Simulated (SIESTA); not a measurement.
HfB under changes of volume

One of the cells (12.326 Å³/atom); the others are scaled copies at fixed shape and fractional positions:

```
Hf B
1.0
     0.00000    2.31000    2.31000
     2.31000    0.00000    2.31000
     2.31000    2.31000    0.00000
Hf B
1 1
Direct
  0.50000 0.50000 0.50000
  0.00000 0.00000 0.00000
```

| Property | Result |
| --- | --- |
| Program | SIESTA 5.4.2 |
| Functional | LDA |
| Potentials or basis | PseudoDojo 0.4 standard (LDA files) |
| Basis | DZP (energy shift 0.003 Ry; two zetas on semicore shells) |
| Grid cutoff | 800 Ry |
| Energy shift | 0.003 Ry |
| k mesh | 10 × 10 × 10 |
| Occupations | fermi-dirac, width 0.05 eV |
| Spin | no spin polarisation |

```tsv
volume (Å³/atom)	energy over the lowest point (meV/atom)	pressure (GPa)
11.587	182.76	37.2
11.833	?	?
12.080	88.64	24.7
12.326	55.15	19.2
12.573	29.68	14.3
12.819	11.51	9.7
13.066	0.00	5.6
```

Question: What does the run at 11.833 Å³/atom give?

Answer: Energy over the lowest point 130.90 meV/atom; pressure 30.7 GPa.

Worked out: A Birch-Murnaghan fit of order 3 (a polynomial in V^(-2/3)) to the other rows has its minimum at 13.42 Å³/atom, just outside them, with B0 = V·E''(V) = 190 GPa and B' = 3.8. It gives 130.98 meV/atom at 11.833 Å³/atom, against the run's 130.90, and -dE/dV = 30.5 GPa, against 30.7.

Energies are extrapolated to zero smearing.

Caveats: short orbitals over semicore shells can move pressures by several GPa; the basis of atomic orbitals isn't converged, which shifts pressures, moduli and gaps.
